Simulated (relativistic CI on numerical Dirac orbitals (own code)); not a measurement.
# Hf: one ion under different settings

Aim: see what numerical and physical settings do to the SCF, the total energy and the lowest levels of Hf.

The numbers are computed with relativistic CI on numerical Dirac orbitals (own code) version 3 (Dirac-Coulomb-Breit CI, KLI orbitals optimised for each configuration, model QED (radiative potential, 1s self-energy scaled to tabulated hydrogen-like ionisation energies), numerical settings as typed), except any that are marked as measured or tabulated.

**1. What is computed**

* ion: Hf (Hf I)
* nuclear charge: 72
* electrons: 72
* isotope: A = 180

**2. Usual settings**

Settings, as recorded:

```ini
atom Hf  Z=72  charge=0  electrons=72
nucleus A=180  rms_radius_fm=5.3470
hamiltonian dirac-coulomb  breit=on  qed=on  c_scale=1
orbitals kli  potential=per-configuration
slater_scale 1
correlation none
mixing on
grid step=0.0125 r_max=259.4
scf mixing=0.4 start=green max_iterations=150 tolerance=2e-08 node_fill=0.05
configurations
  [Xe] 4f14 5d2 6s2
end
```

Run with:

```console
$ python run_levels.py task.json out
```

The settings of every run stand in task.json; they run in order.

From the run's result record (rounded, not every field):

```text
{
  "status": "converged",
  "levels [i, E_cm, J2, conf, term, w_term, w_jj]": [
    [0, 0, 4, "5d2", "3F", 0.9668, 0.8221],
    [1, 1816.0151, 6, "5d2", "3F", 1, 1],
    [2, 3846.6065, 8, "5d2", "3F", 0.9848, 0.693],
    [3, 8030.5245, 4, "5d2", "1D", 0.691, 0.7528],
    [4, 8658.2422, 0, "5d2", "3P", 0.9864, 0.7107],
    [5, 9284.4272, 2, "5d2", "3P", 1, 1],
    [6, 11167.348, 4, "5d2", "3P", 0.7177, 0.9062],
    [7, 12178.919, 8, "5d2", "1G", 0.9848, 0.693],
    [8, 26740.567, 0, "5d2", "1S", 0.9864, 0.7107]
  ],
  "total_energy [Ha]": -15062.53812,
  "n_levels_all": 9,
  "overlap": 1.56937e-11,
  "scf_iterations": [13],
  "orbital_energies [Ha]": {"1s": -2393.06, "2s": -408.975, "2p1/2": -390.536, "2p3/2": -346.851, "3s": -93.2655, "3p1/2": -85.1051, "3p3/2": -75.7373, "3d3/2": -61.9502, "3d5/2": -59.9088, "4s": -18.9746, "4p1/2": -15.6276, "4p3/2": -13.4994, "4d3/2": -7.99928, "4d5/2": -7.60973, "4f5/2": -0.819767, "4f7/2": -0.755947, "5s": -2.5762, "5p1/2": -1.62975, "5p3/2": -1.34606, "6s": -0.319928, "5d3/2": -0.235231, "5d5/2": -0.219714},
  "configurations [conf, odd, states, E_av_Ha, breit_Ha, qed_Ha]": [
    ["5d2", 0, 45, -15088.67758, 15.6, 10.57]
  ],
  "scf_steps of the first configuration [iteration, E_Ha, residual, outer_eigenvalue_Ha]": [
    [1, -15073.01411, 2.54, -0.3757],
    [2, -15087.88654, 0.505, -0.2218],
    [3, -15088.46499, 0.297, -0.2662],
    [4, -15088.66263, 0.0683, -0.3095],
    [5, -15088.68046, 0.0189, -0.3171],
    [6, -15088.67887, 0.00945, -0.3191],
    [7, -15088.67852, 0.00565, -0.3195],
    [8, -15088.67788, 0.00168, -0.3197],
    [9, -15088.6776, 0.000126, -0.3199],
    [10, -15088.67758, 2.42e-06, -0.3199],
    [11, -15088.67758, 3.7e-07, -0.3199],
    [12, -15088.67758, 3.65e-08, -0.3199],
    [13, -15088.67758, 4.82e-09, -0.3199]
  ]
}
```

Run time: 0.23 s. Hardware: 1 thread, shared host.

**3. End of the grid 778.2**

Changes to the settings of step 2:

```diff
@@ -7,3 +7,3 @@
 mixing on
-grid step=0.0125 r_max=259.4
+grid step=0.0125 r_max=778.2
 scf mixing=0.4 start=green max_iterations=150 tolerance=2e-08 node_fill=0.05
```

Result record:

```text
{
  "status": "converged",
  "levels [i, E_cm, J2, conf, term, w_term]": [
    [0, 0, 4, "5d2", "3F", 0.9668],
    [1, 1816.0151, 6, "5d2", "3F", 1],
    [2, 3846.6065, 8, "5d2", "3F", 0.9848],
    [3, 8030.5245, 4, "5d2", "1D", 0.691],
    [4, 8658.2422, 0, "5d2", "3P", 0.9864],
    [5, 9284.4272, 2, "5d2", "3P", 1],
    [6, 11167.348, 4, "5d2", "3P", 0.7177],
    [7, 12178.919, 8, "5d2", "1G", 0.9848],
    "... 1 more rows left out ..."
  ],
  "total_energy [Ha]": -15062.53812,
  "n_levels_all": 9,
  "overlap": 1.56938e-11,
  "scf_iterations": [13],
  "orbital_energies [Ha]": {"1s": -2393.06, "2s": -408.975, "2p1/2": -390.536, "2p3/2": -346.851, "3s": -93.2655, "3p1/2": -85.1051, "3p3/2": -75.7373, "3d3/2": -61.9502, "3d5/2": -59.9088, "4s": -18.9746, "4p1/2": -15.6276, "4p3/2": -13.4994, "4d3/2": -7.99928, "4d5/2": -7.60973, "4f5/2": -0.819767, "4f7/2": -0.755947, "5s": -2.5762, "5p1/2": -1.62975, "5p3/2": -1.34606, "6s": -0.319928, "5d3/2": -0.235231, "5d5/2": -0.219714},
  "configurations [conf, odd, states, E_av_Ha, breit_Ha, qed_Ha]": [
    ["5d2", 0, 45, -15088.67758, 15.6, 10.57]
  ],
  "scf_steps of the first configuration [iteration, E_Ha, residual, outer_eigenvalue_Ha]": [
    [1, -15073.01411, 2.54, -0.3757],
    [2, -15087.88654, 0.505, -0.2218],
    [3, -15088.46499, 0.297, -0.2662],
    [4, -15088.66263, 0.0683, -0.3095],
    [5, -15088.68046, 0.0189, -0.3171],
    [6, -15088.67887, 0.00945, -0.3191],
    [7, -15088.67852, 0.00565, -0.3195],
    [8, -15088.67788, 0.00168, -0.3197],
    [9, -15088.6776, 0.000126, -0.3199],
    [10, -15088.67758, 2.42e-06, -0.3199],
    [11, -15088.67758, 3.7e-07, -0.3199],
    [12, -15088.67758, 3.65e-08, -0.3199],
    [13, -15088.67758, 4.82e-09, -0.3199]
  ]
}
```

Wall time 0.23 s (1 thread, shared host).

**4. Start potential thomas-fermi**

Changes to the settings of step 3:

```diff
@@ -7,4 +7,4 @@
 mixing on
-grid step=0.0125 r_max=778.2
-scf mixing=0.4 start=green max_iterations=150 tolerance=2e-08 node_fill=0.05
+grid step=0.0125 r_max=259.4
+scf mixing=0.4 start=thomas-fermi max_iterations=150 tolerance=2e-08 node_fill=0.05
 configurations
```

Result record:

```text
{
  "status": "converged",
  "levels [i, E_cm, J2, conf, term, w_term]": [
    [0, 0, 4, "5d2", "3F", 0.9668],
    [1, 1816.0151, 6, "5d2", "3F", 1],
    [2, 3846.6065, 8, "5d2", "3F", 0.9848],
    [3, 8030.5245, 4, "5d2", "1D", 0.691],
    [4, 8658.2422, 0, "5d2", "3P", 0.9864],
    [5, 9284.4271, 2, "5d2", "3P", 1],
    [6, 11167.348, 4, "5d2", "3P", 0.7177],
    [7, 12178.919, 8, "5d2", "1G", 0.9848],
    "... 1 more rows left out ..."
  ],
  "total_energy [Ha]": -15062.53812,
  "n_levels_all": 9,
  "overlap": 1.56926e-11,
  "scf_iterations": [13],
  "orbital_energies [Ha]": {"1s": -2393.06, "2s": -408.975, "2p1/2": -390.536, "2p3/2": -346.851, "3s": -93.2655, "3p1/2": -85.1051, "3p3/2": -75.7373, "3d3/2": -61.9502, "3d5/2": -59.9088, "4s": -18.9746, "4p1/2": -15.6276, "4p3/2": -13.4994, "4d3/2": -7.99928, "4d5/2": -7.60973, "4f5/2": -0.819767, "4f7/2": -0.755947, "5s": -2.5762, "5p1/2": -1.62975, "5p3/2": -1.34606, "6s": -0.319928, "5d3/2": -0.235231, "5d5/2": -0.219714},
  "configurations [conf, odd, states, E_av_Ha, breit_Ha, qed_Ha]": [
    ["5d2", 0, 45, -15088.67758, 15.6, 10.57]
  ],
  "scf_steps of the first configuration [iteration, E_Ha, residual, outer_eigenvalue_Ha]": [
    [1, -15087.4197, 0.859, -0.2025],
    [2, -15088.45082, 0.15, -0.2467],
    [3, -15088.63459, 0.1, -0.2823],
    [4, -15088.67104, 0.0299, -0.31],
    [5, -15088.67758, 0.00871, -0.3162],
    [6, -15088.67668, 0.00392, -0.3204],
    [7, -15088.67746, 0.000952, -0.3202],
    [8, -15088.67756, 9.81e-05, -0.3199],
    [9, -15088.67761, 0.000142, -0.3199],
    [10, -15088.67758, 7.11e-06, -0.3199],
    [11, -15088.67759, 3.89e-06, -0.3199],
    [12, -15088.67758, 1.45e-07, -0.3199],
    [13, -15088.67758, 8.53e-09, -0.3199]
  ]
}
```

It took 0.22 s on 1 thread, shared host.

**5. Start potential thomas-fermi, Slater scale 0.5, grid step 0.03**

Changes to the settings of step 4:

```diff
@@ -4,6 +4,6 @@
 orbitals kli  potential=per-configuration
-slater_scale 1
+slater_scale 0.5
 correlation none
 mixing on
-grid step=0.0125 r_max=259.4
+grid step=0.03 r_max=259.4
 scf mixing=0.4 start=thomas-fermi max_iterations=150 tolerance=2e-08 node_fill=0.05
```

Result record:

```text
{
  "status": "converged",
  "levels [i, E_cm, J2, conf, term, w_term]": [
    [0, 0, 4, "5d2", "3F", 0.921],
    [1, 1897.784, 6, "5d2", "3F", 1],
    [2, 3690.6835, 8, "5d2", "3F", 0.926],
    [3, 4729.7613, 0, "5d2", "3P", 0.9505],
    [4, 4899.6599, 4, "5d2", "1D", 0.5547],
    [5, 5633.4973, 2, "5d2", "3P", 1],
    [6, 7550.6701, 8, "5d2", "1G", 0.926],
    [7, 7747.3858, 4, "5d2", "3P", 0.6139],
    "... 1 more rows left out ..."
  ],
  "total_energy [Ha]": -15062.527352,
  "n_levels_all": 9,
  "overlap": 6.43097e-09,
  "scf_iterations": [13],
  "orbital_energies [Ha]": {"1s": -2393.06, "2s": -408.975, "2p1/2": -390.536, "2p3/2": -346.851, "3s": -93.2655, "3p1/2": -85.1051, "3p3/2": -75.7373, "3d3/2": -61.9502, "3d5/2": -59.9088, "4s": -18.9746, "4p1/2": -15.6276, "4p3/2": -13.4994, "4d3/2": -7.99928, "4d5/2": -7.60973, "4f5/2": -0.819766, "4f7/2": -0.755947, "5s": -2.5762, "5p1/2": -1.62975, "5p3/2": -1.34606, "6s": -0.319927, "5d3/2": -0.235231, "5d5/2": -0.219714},
  "configurations [conf, odd, states, E_av_Ha, breit_Ha, qed_Ha]": [
    ["5d2", 0, 45, -15088.67707, 15.6, 10.57]
  ],
  "scf_steps of the first configuration [iteration, E_Ha, residual, outer_eigenvalue_Ha]": [
    [1, -15087.41917, 0.859, -0.2025],
    [2, -15088.45029, 0.15, -0.2467],
    [3, -15088.63406, 0.1, -0.2823],
    [4, -15088.67051, 0.0299, -0.3099],
    [5, -15088.67706, 0.00871, -0.3162],
    [6, -15088.67616, 0.00391, -0.3204],
    [7, -15088.67695, 0.000954, -0.3202],
    [8, -15088.67705, 9.81e-05, -0.3199],
    [9, -15088.67709, 0.000142, -0.3199],
    [10, -15088.67707, 6.87e-06, -0.3199],
    [11, -15088.67707, 3.73e-06, -0.3199],
    [12, -15088.67707, 1.45e-07, -0.3199],
    [13, -15088.67707, 8.52e-09, -0.3199]
  ]
}
```

It took 0.1 s on 1 thread, shared host.

**6. Slater scale 0.6**

Settings, as recorded:

```ini
atom Hf  Z=72  charge=0  electrons=72
nucleus A=180  rms_radius_fm=5.3470
hamiltonian dirac-coulomb  breit=on  qed=on  c_scale=1
orbitals kli  potential=per-configuration
slater_scale 0.6
correlation none
mixing on
grid step=0.0125 r_max=259.4
scf mixing=0.4 start=green max_iterations=150 tolerance=2e-08 node_fill=0.05
configurations
  [Xe] 4f14 5d2 6s2
end
```

Result record:

```text
{
  "status": "converged",
  "levels [i, E_cm, J2, conf, term, w_term]": [
    [0, 0, 4, "5d2", "3F", 0.9358],
    [1, 1868.9692, 6, "5d2", "3F", 1],
    [2, 3734.309, 8, "5d2", "3F", 0.9514],
    [3, 5508.7691, 4, "5d2", "1D", 0.5891],
    [4, 5532.0028, 0, "5d2", "3P", 0.9637],
    [5, 6351.2232, 2, "5d2", "3P", 1],
    [6, 8411.0608, 4, "5d2", "3P", 0.6381],
    [7, 8438.961, 8, "5d2", "1G", 0.9514],
    "... 1 more rows left out ..."
  ],
  "total_energy [Ha]": -15062.529815,
  "n_levels_all": 9,
  "overlap": 1.56937e-11,
  "scf_iterations": [13],
  "orbital_energies [Ha]": {"1s": -2393.06, "2s": -408.975, "2p1/2": -390.536, "2p3/2": -346.851, "3s": -93.2655, "3p1/2": -85.1051, "3p3/2": -75.7373, "3d3/2": -61.9502, "3d5/2": -59.9088, "4s": -18.9746, "4p1/2": -15.6276, "4p3/2": -13.4994, "4d3/2": -7.99928, "4d5/2": -7.60973, "4f5/2": -0.819767, "4f7/2": -0.755947, "5s": -2.5762, "5p1/2": -1.62975, "5p3/2": -1.34606, "6s": -0.319928, "5d3/2": -0.235231, "5d5/2": -0.219714},
  "configurations [conf, odd, states, E_av_Ha, breit_Ha, qed_Ha]": [
    ["5d2", 0, 45, -15088.67758, 15.6, 10.57]
  ],
  "scf_steps of the first configuration [iteration, E_Ha, residual, outer_eigenvalue_Ha]": [
    [1, -15073.01411, 2.54, -0.3757],
    [2, -15087.88654, 0.505, -0.2218],
    [3, -15088.46499, 0.297, -0.2662],
    [4, -15088.66263, 0.0683, -0.3095],
    [5, -15088.68046, 0.0189, -0.3171],
    [6, -15088.67887, 0.00945, -0.3191],
    [7, -15088.67852, 0.00565, -0.3195],
    [8, -15088.67788, 0.00168, -0.3197],
    [9, -15088.6776, 0.000126, -0.3199],
    [10, -15088.67758, 2.42e-06, -0.3199],
    [11, -15088.67758, 3.7e-07, -0.3199],
    [12, -15088.67758, 3.65e-08, -0.3199],
    [13, -15088.67758, 4.82e-09, -0.3199]
  ]
}
```

Wall time 0.22 s (1 thread, shared host).

**7. Nuclear radius 53.47**

Settings, as recorded:

```ini
atom Hf  Z=72  charge=0  electrons=72
nucleus A=180  rms_radius_fm=53.4700
hamiltonian dirac-coulomb  breit=on  qed=on  c_scale=1
orbitals kli  potential=per-configuration
slater_scale 1
correlation none
mixing on
grid step=0.0125 r_max=259.4
scf mixing=0.4 start=green max_iterations=99 tolerance=2e-08 node_fill=0.05
configurations
  [Xe] 4f14 5d2 6s2
end
```

Result record:

```text
{
  "status": "converged",
  "levels [i, E_cm, J2, conf, term, w_term]": [
    [0, 0, 4, "5d2", "3F", 0.9662],
    [1, 1852.7764, 6, "5d2", "3F", 1],
    [2, 3916.8697, 8, "5d2", "3F", 0.9844],
    [3, 8099.4559, 4, "5d2", "1D", 0.688],
    [4, 8717.3702, 0, "5d2", "3P", 0.986],
    [5, 9362.1035, 2, "5d2", "3P", 1],
    [6, 11285.888, 4, "5d2", "3P", 0.7152],
    [7, 12285.327, 8, "5d2", "1G", 0.9844],
    "... 1 more rows left out ..."
  ],
  "total_energy [Ha]": -14975.07168,
  "n_levels_all": 9,
  "overlap": 1.53305e-11,
  "scf_iterations": [13],
  "orbital_energies [Ha]": {"1s": -2356.74, "2s": -404.0, "2p1/2": -390.469, "2p3/2": -347.065, "3s": -92.1695, "3p1/2": -85.0937, "3p3/2": -75.7966, "3d3/2": -62.0045, "3d5/2": -59.9606, "4s": -18.7126, "4p1/2": -15.6284, "4p3/2": -13.5169, "4d3/2": -8.01385, "4d5/2": -7.62374, "4f5/2": -0.828981, "4f7/2": -0.765001, "5s": -2.53606, "5p1/2": -1.63376, "5p3/2": -1.35214, "6s": -0.318341, "5d3/2": -0.238806, "5d5/2": -0.223126},
  "configurations [conf, odd, states, E_av_Ha, breit_Ha, qed_Ha]": [
    ["5d2", 0, 45, -14999.60658, 15.29, 9.274]
  ],
  "scf_steps of the first configuration [iteration, E_Ha, residual, outer_eigenvalue_Ha]": [
    [1, -14984.19665, 2.52, -0.3682],
    [2, -14998.84365, 0.494, -0.2192],
    [3, -14999.40158, 0.29, -0.2634],
    [4, -14999.59294, 0.0645, -0.3076],
    [5, -14999.60944, 0.019, -0.3154],
    [6, -14999.60803, 0.0103, -0.3172],
    [7, -14999.60748, 0.00541, -0.3179],
    [8, -14999.6069, 0.00189, -0.3181],
    [9, -14999.60659, 8.14e-05, -0.3183],
    [10, -14999.60658, 2.9e-06, -0.3183],
    [11, -14999.60658, 4.44e-07, -0.3183],
    [12, -14999.60658, 1.34e-07, -0.3183],
    [13, -14999.60658, 7.06e-09, -0.3183]
  ]
}
```

It took 0.22 s on 1 thread, shared host.

This setting is unsound; the numbers are not properties of the ion.

**8. Tolerance 0.3**

Settings, as recorded:

```ini
atom Hf  Z=72  charge=0  electrons=72
nucleus A=180  rms_radius_fm=5.3470
hamiltonian dirac-coulomb  breit=on  qed=on  c_scale=1
orbitals kli  potential=per-configuration
slater_scale 1
correlation none
mixing on
grid step=0.0125 r_max=259.4
scf mixing=0.4 start=green max_iterations=59 tolerance=0.3 node_fill=0.05
configurations
  [Xe] 4f14 5d2 6s2
end
```

Result record:

```text
{
  "status": "converged",
  "levels [i, E_cm, J2, conf, term, w_term]": [
    [0, 0, 4, "5d2", "3F", 0.9698],
    [1, 1646.6011, 6, "5d2", "3F", 1],
    [2, 3558.058, 8, "5d2", "3F", 0.9863],
    [3, 7700.0704, 4, "5d2", "1D", 0.7055],
    [4, 8416.4174, 0, "5d2", "3P", 0.9889],
    [5, 8908.869, 2, "5d2", "3P", 1],
    [6, 10609.313, 4, "5d2", "3P", 0.73],
    [7, 11654.351, 8, "5d2", "1G", 0.9863],
    "... 1 more rows left out ..."
  ],
  "total_energy [Ha]": -15062.127233,
  "n_levels_all": 9,
  "overlap": 1.22985e-11,
  "scf_iterations": [3],
  "orbital_energies [Ha]": {"1s": -2406.66, "2s": -412.039, "2p1/2": -394.859, "2p3/2": -350.333, "3s": -93.4898, "3p1/2": -85.5048, "3p3/2": -76.0081, "3d3/2": -62.03, "3d5/2": -59.9448, "4s": -19.0828, "4p1/2": -15.7704, "4p3/2": -13.6262, "4d3/2": -8.07697, "4d5/2": -7.68318, "4f5/2": -0.809542, "4f7/2": -0.74721, "5s": -2.57876, "5p1/2": -1.61961, "5p3/2": -1.32007, "6s": -0.266172, "5d3/2": -0.177557, "5d5/2": -0.161507},
  "configurations [conf, odd, states, E_av_Ha, breit_Ha, qed_Ha]": [
    ["5d2", 0, 45, -15088.46499, 15.76, 10.61]
  ],
  "scf_steps of the first configuration [iteration, E_Ha, residual, outer_eigenvalue_Ha]": [
    [1, -15073.01411, 2.54, -0.3757],
    [2, -15087.88654, 0.505, -0.2218],
    [3, -15088.46499, 0.297, -0.2662]
  ]
}
```

It took 0.15 s on 1 thread, shared host.

A bad setting: its result is shown only for the comparison.

**9. The runs side by side**

| setting | total energy less usual (Ha) | largest shift of a level among the lowest eight of both runs, same label and place (cm⁻¹) | SCF iterations | time | lowest level | kind of change |
| --- | --- | --- | --- | --- | --- | --- |
| usual | 0 | 0 | 13 | 0.23 s | 5d2 3F2 | - |
| end of the grid 778.2 | 0 | 0 | 13 | 0.23 s | 5d2 3F2 | numerical |
| start potential thomas-fermi | 0 | 0 | 13 | 0.22 s | 5d2 3F2 | numerical |
| start potential thomas-fermi, Slater scale 0.5, grid step 0.03 | 0.0108 | 4630 | 13 | 0.1 s | 5d2 3F2 | model term |
| Slater scale 0.6 | 0.00831 | 3740 | 13 | 0.22 s | 5d2 3F2 | model term |
| nuclear radius 53.47 | 87.5 | 119 | 13 | 0.22 s | 5d2 3F2 | unsound |
| tolerance 0.3 | 0.411 | 558 | 3 | 0.15 s | 5d2 3F2 | unsound |

**10. What came out**

| quantity | value |
| --- | --- |
| lowest level, usual settings | 5d2 3F2 |
| total energy | -15062.5381 Ha |
| first excitation | 1816.0 cm⁻¹ |

What this shows: Among the runs whose levels can be followed, they move most under «start potential thomas-fermi, Slater scale 0.5, grid step 0.03» (model term), by up to 4630 cm⁻¹. No visible change in the result comes from «end of the grid 778.2» or «start potential thomas-fermi». Only the listed configurations are in the model. In a near-neutral ion this small CI can misplace whole configurations by 10,000 cm⁻¹ or more, above all where the count of f electrons changes.
